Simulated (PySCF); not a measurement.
**BHBrCl (SMILES ClBBr) at 5 levels**

Wanted: a comparison of 5 runs (HF/def2-SVP, B3LYP/STO-3G, B3LYP/6-31G*, PBE0/def2-SVP, MP2/def2-SVP) of BHBrCl. Input form: a Python script.

The results are computed with PySCF 2.14.0.

## Step 1: The molecule

BHBrCl has 4 atoms, charge 0, and is taken as a singlet. As SMILES, `ClBBr`. The shape is that of a PBE0-D4/def2-TZVP optimisation.

Bond lengths: Cl1–B2 1.730 Å, B2–Br3 1.896 Å, B2–H4 1.186 Å. Angles: Cl1–B2–Br3 121.0°, Cl1–B2–H4 120.0°, Br3–B2–H4 119.0°.

## Step 2: Energy and gradient at HF/def2-SVP (run 1)

Contents of calc.py:

```python
from pyscf import gto

mol = gto.M(
    atom='''
Cl      -1.581100      -0.566000       0.167500
B       -0.009700       0.106300      -0.098000
Br       1.529300      -0.664800       0.696100
H        0.116900       1.064300      -0.785900
''',
    basis='def2-svp',
    max_memory=1860,
    verbose=4,
)

mf = mol.RHF()
mf.conv_tol = 1e-10
mf.kernel()
if not mf.converged:
    mf = mf.newton().run(mf.mo_coeff, mf.mo_occ)

e_final = mf.e_tot
print('E(%s) = %.9f' % ('HF', e_final))
grad = mf.nuc_grad_method().kernel()
dip = mf.dip_moment()
pop, q = mf.mulliken_pop()
```

On the command line:

```sh
$ OMP_NUM_THREADS=1 python calc.py
```

Standard output:

```text
PySCF version 2.14.0

[INPUT] num. atoms = 4
[INPUT] num. electrons = 58
[INPUT] charge = 0
[INPUT] spin (= nelec alpha-beta = 2S) = 0
[INPUT] symmetry False subgroup None
[INPUT] Mole.unit = angstrom
[INPUT] Symbol           X                Y                Z      unit          X                Y                Z       unit  Magmom
[INPUT]  1 Cl    -1.581100000000  -0.566000000000   0.167500000000 AA   -2.987845975550  -1.069584986504   0.316529125865 Bohr   0.0
[INPUT]  2 B     -0.009700000000   0.106300000000  -0.098000000000 AA   -0.018330343408   0.200877887041  -0.185193160207 Bohr   0.0
[INPUT]  3 Br     1.529300000000  -0.664800000000   0.696100000000 AA    2.889958162297  -1.256289927611   1.315438355310 Bohr   0.0
[INPUT]  4 H      0.116900000000   1.064300000000  -0.785900000000 AA    0.220908983962   2.011235514375  -1.485135761296 Bohr   0.0

nuclear repulsion = 187.288101225861
number of shells = 29
number of NR pGTOs = 141
number of NR cGTOs = 69
basis = def2-svp
ecp = {}

[... 41 lines left out ...]
converged SCF energy = -3056.77407675873
[... 11 lines left out ...]
Dipole moment(X, Y, Z, Debye): -0.09310,  0.55532, -0.42311
[... 35 lines left out ...]
pop of  2 Br 3s           1.99587
pop of  2 Br 4s           1.34169
pop of  2 Br 5s           0.60273
pop of  2 Br 2px          1.99895
pop of  2 Br 2py          1.99904
pop of  2 Br 2pz          1.99903
pop of  2 Br 3px          1.99524
pop of  2 Br 3py          1.99594
pop of  2 Br 3pz          1.99577
pop of  2 Br 4px          0.73828
pop of  2 Br 4py          0.80731
pop of  2 Br 4pz          0.78762
pop of  2 Br 5px          0.84892
pop of  2 Br 5py          1.02597
pop of  2 Br 5pz          1.01483
pop of  2 Br 3dxy         1.64552
pop of  2 Br 3dyz         1.64585
pop of  2 Br 3dz^2        1.64561
pop of  2 Br 3dxz         1.64543
pop of  2 Br 3dx2-y2      1.64545
pop of  2 Br 4dxy         0.34665
pop of  2 Br 4dyz         0.34587
pop of  2 Br 4dz^2        0.34609
pop of  2 Br 4dxz         0.34677
pop of  2 Br 4dx2-y2      0.34657
pop of  2 Br 5dxy         0.01720
pop of  2 Br 5dyz         0.01080
pop of  2 Br 5dz^2        0.01176
pop of  2 Br 5dxz         0.01741
pop of  2 Br 5dx2-y2      0.01520
pop of  3 H 1s            0.75046
pop of  3 H 2s            0.27811
pop of  3 H 2px           0.00142
pop of  3 H 2py           0.00990
pop of  3 H 2pz           0.00531
 ** Mulliken atomic charges  **
charge of    0Cl =     -0.11997
charge of    1B =      0.34427
charge of    2Br =     -0.17910
charge of    3H =     -0.04520
```

Wall time 4.8 s (1 thread of Intel Xeon at 2.70GHz, shared host); peak memory 0.14 GiB.

## Step 3: Energy and gradient at B3LYP/STO-3G (run 2)

Contents of job.py:

```python
import pyscf.grad
from pyscf import gto, dft

mol = gto.M(
    atom='Cl -1.581100 -0.566000 0.167500; B -0.009700 0.106300 -0.098000; Br 1.529300 -0.664800 0.696100; H 0.116900 1.064300 -0.785900',
    max_memory=1860,
    verbose=4,
    basis='sto-3g',
)

mf = dft.RKS(mol)
mf.xc = 'b3lyp'
mf.grids.level = 5
mf.conv_tol = 1e-10
mf.kernel()
if not mf.converged:
    mf = mf.newton().run(mf.mo_coeff, mf.mo_occ)

etot = mf.e_tot
print(f'total energy: {etot:.8f} hartree')
grad = mf.Gradients().kernel()
dip = mf.dip_moment()
pop, q = mf.mulliken_pop()
```

On the command line:

```sh
$ OMP_NUM_THREADS=1 python job.py
```

Standard output:

```text
PySCF version 2.14.0

[INPUT] num. atoms = 4
[INPUT] num. electrons = 58
[INPUT] charge = 0
[INPUT] spin (= nelec alpha-beta = 2S) = 0
[INPUT] symmetry False subgroup None
[INPUT] Mole.unit = angstrom
[INPUT] Symbol           X                Y                Z      unit          X                Y                Z       unit  Magmom
[INPUT]  1 Cl    -1.581100000000  -0.566000000000   0.167500000000 AA   -2.987845975550  -1.069584986504   0.316529125865 Bohr   0.0
[INPUT]  2 B     -0.009700000000   0.106300000000  -0.098000000000 AA   -0.018330343408   0.200877887041  -0.185193160207 Bohr   0.0
[INPUT]  3 Br     1.529300000000  -0.664800000000   0.696100000000 AA    2.889958162297  -1.256289927611   1.315438355310 Bohr   0.0
[INPUT]  4 H      0.116900000000   1.064300000000  -0.785900000000 AA    0.220908983962   2.011235514375  -1.485135761296 Bohr   0.0

nuclear repulsion = 187.288101225861
number of shells = 17
number of NR pGTOs = 99
number of NR cGTOs = 33
basis = sto-3g
ecp = {}

[... 51 lines left out ...]
converged SCF energy = -3026.38947517232
total energy: -3026.38947517 hartree
[... 11 lines left out ...]
Dipole moment(X, Y, Z, Debye):  0.79728,  0.36893, -0.15520
 ** Mulliken pop  **
pop of  0 Cl 1s           1.99996
pop of  0 Cl 2s           1.99842
pop of  0 Cl 3s           1.97020
pop of  0 Cl 2px          1.99006
pop of  0 Cl 2py          1.99679
pop of  0 Cl 2pz          1.99750
pop of  0 Cl 3px          1.50909
pop of  0 Cl 3py          1.83158
pop of  0 Cl 3pz          1.85544
pop of  1 B 1s            1.98676
pop of  1 B 2s            0.98185
pop of  1 B 2px           0.61986
pop of  1 B 2py           0.70285
pop of  1 B 2pz           0.57411
pop of  2 Br 1s           2.00000
pop of  2 Br 2s           1.99974
pop of  2 Br 3s           1.99933
pop of  2 Br 4s           1.94941
pop of  2 Br 2px          1.99983
pop of  2 Br 2py          1.99993
pop of  2 Br 2pz          1.99991
pop of  2 Br 3px          1.98949
pop of  2 Br 3py          1.99571
pop of  2 Br 3pz          1.99456
pop of  2 Br 4px          1.51811
pop of  2 Br 4py          1.79595
pop of  2 Br 4pz          1.73389
pop of  2 Br 3dxy         1.99902
pop of  2 Br 3dyz         1.99971
pop of  2 Br 3dz^2        1.99972
pop of  2 Br 3dxz         1.99897
pop of  2 Br 3dx2-y2      1.99935
pop of  3 H 1s            1.01293
 ** Mulliken atomic charges  **
charge of    0Cl =     -0.14903
charge of    1B =      0.13458
charge of    2Br =      0.02738
charge of    3H =     -0.01293
```

It took 7.2 s on 1 thread of Intel Xeon at 2.70GHz, shared host; peak memory 0.39 GiB.

Runs 3 to 4 aren't shown in full; the table further down has their settings and results.

## Step 4: Energy and forces at MP2/def2-SVP (run 5)

Contents of calc.py:

```python
import pyscf.grad
from pyscf import gto, mp

mol = gto.Mole()
mol.atom = [
    ('Cl', (-1.581100, -0.566000, 0.167500)),
    ('B', (-0.009700, 0.106300, -0.098000)),
    ('Br', (1.529300, -0.664800, 0.696100)),
    ('H', (0.116900, 1.064300, -0.785900)),
]
mol.spin = 0
mol.verbose = 3
mol.basis = 'def2-svp'
mol.max_memory = 1860
mol.build()

mf = mol.RHF()
mf.conv_tol = 1e-10
mf.kernel()
if not mf.converged:
    mf = mf.newton().run(mf.mo_coeff, mf.mo_occ)

pt = mp.MP2(mf, frozen=15).run()
etot = pt.e_tot
print('E(%s) = %.9f' % ('MP2', etot))
grad = pt.Gradients().kernel()
mf.analyze()
```

On the command line:

```sh
$ OMP_NUM_THREADS=1 python calc.py
```

Standard output:

```text
converged SCF energy = -3056.77407675873
E(RMP2) = -3057.22216813173  E_corr = -0.448091373001631
E(SCS-RMP2) = -3057.19916154101  E_corr = -0.425084782282153
E(MP2) = -3057.222168132
--------------- RMP2 gradients ---------------
         x                y                z
0 Cl     0.0024966187     0.0004972442    -0.0000015038
1 B    -0.0000568816     0.0032357822    -0.0023923185
2 Br    -0.0018069635     0.0002567542    -0.0004546789
3 H    -0.0006327736    -0.0039897806     0.0028485011
----------------------------------------------
**** MO energy ****
MO #1   energy= -489.983133945958  occ= 2
MO #2   energy= -104.812854953435  occ= 2
MO #3   energy= -65.1520391366598  occ= 2
MO #4   energy= -58.5235672103869  occ= 2
MO #5   energy= -58.5229603884933  occ= 2
MO #6   energy= -58.5226218166007  occ= 2
MO #7   energy= -10.5775386787     occ= 2
MO #8   energy= -9.84382318126606  occ= 2
MO #9   energy= -8.05206143317725  occ= 2
MO #10  energy= -8.04982402219647  occ= 2
MO #11  energy= -8.04923299924027  occ= 2
MO #12  energy= -7.72456349948125  occ= 2
MO #13  energy= -7.4585117707969   occ= 2
MO #14  energy= -7.45360556224225  occ= 2
MO #15  energy= -7.4519788831824   occ= 2
MO #16  energy= -3.20067372749203  occ= 2
MO #17  energy= -3.19871903997581  occ= 2
MO #18  energy= -3.19686462139707  occ= 2
MO #19  energy= -3.19188764442388  occ= 2
MO #20  energy= -3.19176013787737  occ= 2
MO #21  energy= -1.13549781352627  occ= 2
MO #22  energy= -1.03484591731098  occ= 2
MO #23  energy= -0.694926059995233 occ= 2
MO #24  energy= -0.588016428913279 occ= 2
MO #25  energy= -0.553335599829233 occ= 2
MO #26  energy= -0.509500034637871 occ= 2
MO #27  energy= -0.454308352992717 occ= 2
MO #28  energy= -0.438139578047839 occ= 2
MO #29  energy= -0.423791930519815 occ= 2
MO #30  energy= 0.0730143891090087 occ= 0
MO #31  energy= 0.217857069681441  occ= 0
MO #32  energy= 0.242823770169826  occ= 0
MO #33  energy= 0.282161351904471  occ= 0
MO #34  energy= 0.307956473472528  occ= 0
MO #35  energy= 0.386601997037977  occ= 0
MO #36  energy= 0.414243014985402  occ= 0
MO #37  energy= 0.453562437666334  occ= 0
MO #38  energy= 0.594955325653732  occ= 0
MO #39  energy= 0.686136299432064  occ= 0
MO #40  energy= 0.696835690489384  occ= 0
MO #41  energy= 0.714515284141894  occ= 0
MO #42  energy= 0.722350925417917  occ= 0
MO #43  energy= 0.787564032858833  occ= 0
MO #44  energy= 0.820737844027259  occ= 0
MO #45  energy= 0.856861122007253  occ= 0
MO #46  energy= 0.857851191066401  occ= 0
MO #47  energy= 0.907808401921781  occ= 0
MO #48  energy= 0.977571231636861  occ= 0
MO #49  energy= 1.00685227394979   occ= 0
MO #50  energy= 1.01684309896819   occ= 0
MO #51  energy= 1.02800680903117   occ= 0
MO #52  energy= 1.07995920717844   occ= 0
MO #53  energy= 1.14768930453662   occ= 0
MO #54  energy= 1.23110535030225   occ= 0
MO #55  energy= 1.31747704020669   occ= 0
MO #56  energy= 1.3436097283188    occ= 0
MO #57  energy= 1.48574191078273   occ= 0
MO #58  energy= 1.55214877709645   occ= 0
MO #59  energy= 1.60652024573638   occ= 0
MO #60  energy= 1.76035064631273   occ= 0
MO #61  energy= 1.87192799053378   occ= 0
MO #62  energy= 2.04123491295181   occ= 0
MO #63  energy= 2.24184238249274   occ= 0
MO #64  energy= 2.82741701898238   occ= 0
MO #65  energy= 3.8899524856467    occ= 0
MO #66  energy= 3.89398785069904   occ= 0
MO #67  energy= 3.96159285889672   occ= 0
MO #68  energy= 4.02681895735234   occ= 0
MO #69  energy= 4.13559184879249   occ= 0
 ** Mulliken atomic charges  **
charge of    0Cl =     -0.06822
charge of    1B =      0.14621
charge of    2Br =     -0.08020
charge of    3H =      0.00222
Dipole moment(X, Y, Z, Debye): -0.09310,  0.55532, -0.42311
```

Wall time 6.9 s (1 thread of Intel Xeon at 2.70GHz, shared host); peak memory 0.46 GiB.

## Step 5: Overview of the runs

```tsv
run	level	integration grid	frozen core orbitals	energy (Eh)	dipole moment (D) of the reference	HOMO energy (eV)	LUMO energy (eV)	wall time
1	HF/def2-SVP	–	–	-3056.774077	0.70	-11.53	1.99	4.8 s
2	B3LYP/STO-3G	5	–	-3026.389475	0.89	-5.94	0.54	7.2 s
3	B3LYP/6-31G* (spherical functions)	5	–	-3059.586747	0.50	-8.31	-1.91	18 s
4	PBE0/def2-SVP	5	–	-3058.913182	0.36	-8.53	-1.72	15 s
5	MP2/def2-SVP	–	15	-3057.222168	0.70	-11.53	1.99	6.9 s
```

## Step 6: Results

| quantity | value |
| --- | --- |
| run 5: total energy | -3057.22217 Eh |
| run 5: dipole moment (Hartree–Fock density) | 0.70 D |
| run 5: HOMO energy (Hartree–Fock orbitals) | -11.53 eV |
| run 5: LUMO energy (Hartree–Fock orbitals) | 1.99 eV |
| run 5: HOMO–LUMO gap (Hartree–Fock orbitals) | 13.52 eV |
| run 5: correlation energy (15 core orbitals frozen) | -448.1 mEh |
| run 5: largest force on an atom | 0.254 eV/Å |

What this shows: Over runs 1, 2, 3, 4 the dipole moment (its size) runs from 0.36 D (PBE0/def2-SVP) to 0.89 D (B3LYP/STO-3G). The two ends differ in method and basis. Over runs 1, 2, 3, 4 the HOMO–LUMO gap runs from 6.40 eV (B3LYP/6-31G*) to 13.52 eV (HF/def2-SVP). Totals of different functionals can't be ranked against each other. In run 2 the basis is minimal, so the values are rough. All runs together took 52 s, the longest 18 s.
